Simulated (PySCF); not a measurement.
**The bond of CsI+, level by level**

An exercise on one series of results from a longer session: the logs are not shown, and one member is left open.

Computed with PySCF 2.14.0. Level: Cs def2-SVP with ECP46, I def2-SVP with ECP28, scalar-relativistic core potentials.

Set-up of the first run:

A driver script around PySCF takes these settings:

| Property | Result |
| --- | --- |
| atoms | Cs, I |
| charge | 1 |
| basis | Cs def2-SVP with ECP46, I def2-SVP with ECP28 |
| Hamiltonian | scalar-relativistic core potentials |
| basis functions | 50 |
| electrons treated | 33 |
| masses in u | 132.9054, 126.9045 |
| levels | PBE0, PBE, r²SCAN, PW91, MN15, M06-L, HF, MP2, SCS-MP2, CCSD, CCSD(T) |
| grid | 80 radial by 434 angular points |
| occupations | held fixed by the projection of orbital angular momentum |
| dissociation limit | Cs+ + I, each in its ground configuration |
| starting distance in angstrom | 3.615 |
| values of 2S to try | 1, 3 |

Among the steps run: The job; The PBE0 curve of the state that the search chose; Excited determinants; PBE (GGA); r²SCAN (meta-GGA); PW91 (GGA); MN15 (hybrid meta-GGA); M06-L (meta-GGA); UHF (mean field); Adding correlation.

One of the session's tables, all rows but one given; the rest of the session is left out.

```
      level  Re (Å)  ωe (cm⁻¹)  De (eV)
        UHF   4.262       35.2    0.142
    UHF-MP2   4.095       43.3    0.195
UHF-SCS-MP2   4.119       42.1    0.186
   UHF-CCSD   4.100       43.3    0.194
UHF-CCSD(T)   4.090       43.9    0.199
        PBE   4.030       44.9    0.215
       PW91   4.016       45.6    0.219
     r²SCAN   4.064       43.1    0.189
      M06-L   4.059       44.4    0.186
       PBE0   4.033       44.0    0.193
       MN15       ?          ?        ?
```

Estimate the missing values for MN15.

As computed: Re (Å): 4.005; ωe (cm⁻¹): 48.6; De (eV): 0.235. In the column «Re (Å)» it is the lowest.

De is counted to Cs+ + I in their ground configurations.

To keep in mind: The bond is weak, and basis-set superposition, which was not computed, may be a sizeable part of it.
